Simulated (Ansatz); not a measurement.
# CH₅GaO (SMILES [CH3][GaH][OH]): single points off equilibrium

The task here is to estimate one member of a computed series from the others.

The runs use Ansatz 0.2.0, Gaussian basis; single points in def2-TZVPP.

Correlated methods freeze the cores. Filled d shells of the heavier atoms are correlated.

**The starting structure**

SMILES `[CH3][GaH][OH]`, 8 atoms, charge 0, spin multiplicity 1.

Atoms are counted from 1 here; the program's logs count them from 0.

Bond lengths: C1–Ga2 1.973 Å, C1–H4 1.048 Å, C1–H5 1.035 Å, C1–H6 1.081 Å, Ga2–O3 1.694 Å, Ga2–H7 1.615 Å, O3–H8 1.047 Å. Angles: Ga2–C1–H4 109.0°, Ga2–C1–H5 108.2°, Ga2–C1–H6 120.8°, H4–C1–H5 104.8°, H4–C1–H6 104.0°, H5–C1–H6 108.8°, C1–Ga2–O3 120.8°, C1–Ga2–H7 137.7°, O3–Ga2–H7 101.5°, Ga2–O3–H8 168.0°.

Geometry (Å):

```
atom    x (Å)    y (Å)    z (Å)
  C1  -0.0969   1.0679  -0.6586
 Ga2  -0.2004  -0.8085  -0.0584
  O3   0.3992  -1.2699   1.4576
  H4   0.8440   1.2377  -1.0873
  H5  -0.1212   1.6773   0.1773
  H6  -0.7917   1.4528  -1.3915
  H7  -0.7383  -2.2184  -0.6349
  H8   0.8793  -1.3651   2.3837
```

Set-up of the first run:

Contents of run/in.yaml:

```yaml
crystal:
  periodic: [false, false, false]
  atoms:
    - {symbol: C, position_ang: [-0.096900, 1.067900, -0.658600]}
    - {symbol: Ga, position_ang: [-0.200400, -0.808500, -0.058400]}
    - {symbol: O, position_ang: [0.399200, -1.269900, 1.457600]}
    - {symbol: H, position_ang: [0.844000, 1.237700, -1.087300]}
    - {symbol: H, position_ang: [-0.121200, 1.677300, 0.177300]}
    - {symbol: H, position_ang: [-0.791700, 1.452800, -1.391500]}
    - {symbol: H, position_ang: [-0.738300, -2.218400, -0.634900]}
    - {symbol: H, position_ang: [0.879300, -1.365100, 2.383700]}
basis:
  gaussian: {orbitals: def2-TZVPP}
correlation: {method: ccsd_t}
output: {forces: true}
```

The command line of these runs was not kept.

Among the steps run: CCSD(T)/def2-TZVPP; PBE0-D4/def2-TZVPP; wB97M-V/def2-TZVPP; r2SCAN-D4/def2-TZVPP; PBE-D4/def2-TZVPP; LC-wPBE/def2-TZVPP; HSE06-D4/def2-TZVPP.

One of the session's tables, all rows but one given; the rest of the session is left out.

| method | RMS force component (eV/Å) | angle to CCSD(T) forces (°) | dipole (D) |
| --- | --- | --- | --- |
| CCSD(T) | 1.801 | reference | 1.35 |
| PBE0-D4 | 1.795 | 1.1 | 1.39 |
| wB97M-V | 1.810 | 1.6 | 1.39 |
| r2SCAN-D4 | 1.741 | 1.1 | 1.41 |
| PBE-D4 | 1.749 | 5.3 | 1.37 |
| LC-wPBE | ? | ? | ? |
| HSE06-D4 | 1.794 | 1.1 | 1.39 |

Estimate the missing values for LC-wPBE.

**Answer.** RMS force component (eV/Å): 1.799; angle to CCSD(T) forces (°): 2.9; dipole (D): 1.41. In the column «RMS force component (eV/Å)» it lies between PBE0-D4 (1.795) and CCSD(T) (1.801).
